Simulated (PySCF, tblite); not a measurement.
**C7H13GeN: geometry, infrared bands and NMR shifts**

Wanted: the infrared bands and NMR shifts of C7H13GeN (`C#C[C@@H]1[GeH2][CH2]N1C(C)C`), by calculation.

Computed with tblite 0.8.0 and PySCF 2.14.0, with density-fitted response routines of our own, on a single molecule in the gas phase. Atoms count from 0, in the outputs and in this text.

### Step 1. The starting structure

22 atoms, charge 0, multiplicity 1; geometry from: force field or distance geometry start.

Bonds of the start (Å): C0–C1 1.22, C1–C2 1.47, C2–Ge3 1.94, Ge3–C4 1.93, C4–N5 1.43, N5–C6 1.43, C6–C7 1.49, C6–C8 1.51, N5–C2 1.46, C0–H9 1.05, C2–H10 1.10, Ge3–H11 1.55, Ge3–H12 1.54, C4–H13 1.08, C4–H14 1.12, C6–H15 1.13, C7–H16 1.09, C7–H17 1.11, C7–H18 1.14, C8–H19 1.13, C8–H20 1.11, C8–H21 1.11.

### Step 2. Optimising the geometry with GFN2-xTB

Job settings and geometry (Å):

```
{"job": {"kind": "relax", "xc": "GFN2-xTB", "basis": "xTB"}, "charge": 0, "multiplicity": 1}
C      2.970700     1.927600    -0.654000
C      2.119800     1.255900    -0.083600
C      1.113900     0.452200     0.616400
Ge     1.795900    -1.338400     0.912700
C      0.752700    -1.317200    -0.712400
N      0.134800    -0.086400    -0.319200
C     -1.222400    -0.122800     0.114100
C     -2.201200    -0.621700    -0.885300
C     -1.633500     1.287500     0.468100
H      3.696100     2.507100    -1.154100
H      0.684000     0.938600     1.504900
H      1.181000    -2.116400     2.097500
H      3.309800    -1.509400     0.695000
H      0.129500    -2.194900    -0.820800
H      1.431700    -1.109600    -1.581600
H     -1.304200    -0.717900     1.077000
H     -2.117200    -1.664600    -1.184000
H     -2.224000     0.078700    -1.744600
H     -3.223300    -0.493700    -0.408000
H     -2.755300     1.256700     0.571600
H     -1.240700     1.621800     1.451200
H     -1.408500     1.986400    -0.362700
```

Run with:

```sh
> OMP_NUM_THREADS=1 python probes_run.py task.json out
```

The driver reads the jobs from task.json and runs them one after another.

**Question.** This job is followed by: GFN2-xTB harmonic vibrations, gas phase; GIAO PBE0/pcSseg-1 NMR shielding, non-relativistic, gas phase. Predict these results of the whole session: strongest single infrared mode (GFN2-xTB); zero-point energy (GFN2-xTB); 13C shifts against TMS (PBE0/pcSseg-1); 1H shifts against TMS (PBE0/pcSseg-1, means over atoms taken as alike); 73Ge shifts against GeMe4 (PBE0/pcSseg-1); 15N shifts against NH3 (PBE0/pcSseg-1); surface potential, 1st and 99th percentile.

**Answer**, as computed:

| quantity | value |
| --- | --- |
| strongest single infrared mode (GFN2-xTB) | 1994 cm⁻¹, 464 km/mol |
| zero-point energy (GFN2-xTB) | 109.1 kcal/mol |
| 13C shifts against TMS (PBE0/pcSseg-1) | 91.9, 80.9, 65.3, 54.2, 48.9, 25.9, 24.4 ppm |
| 1H shifts against TMS (PBE0/pcSseg-1, means over atoms taken as alike) | 4.84, 4.59, 3.63, 3.34, 2.63, 2.15, 2.03, 1.39, 1.06 ppm |
| 73Ge shifts against GeMe4 (PBE0/pcSseg-1) | -145 ppm |
| 15N shifts against NH3 (PBE0/pcSseg-1) | 79.5 ppm |
| surface potential, 1st and 99th percentile | -1.26 V and 1.22 V |

Relaxing lowered the energy by 0.931 eV in 176 steps; the close pair that moved most is C2–Ge3, from 1.939 to 2.010 Å. No mode is imaginary among the 60: a minimum at this level. The strongest single mode, at 1994 cm⁻¹, moves mainly H12. Unscaled tight-binding wavenumbers are off by several per cent, some by more. Its intensities can rank the bands wrongly. At PBE0/pcSseg-1: Shielding is most anisotropic at C1 (span 314 ppm, paramagnetic term -161 ppm). Spin-orbit coupling is left out, which matters for shieldings and couplings at and beside the heavy atoms.
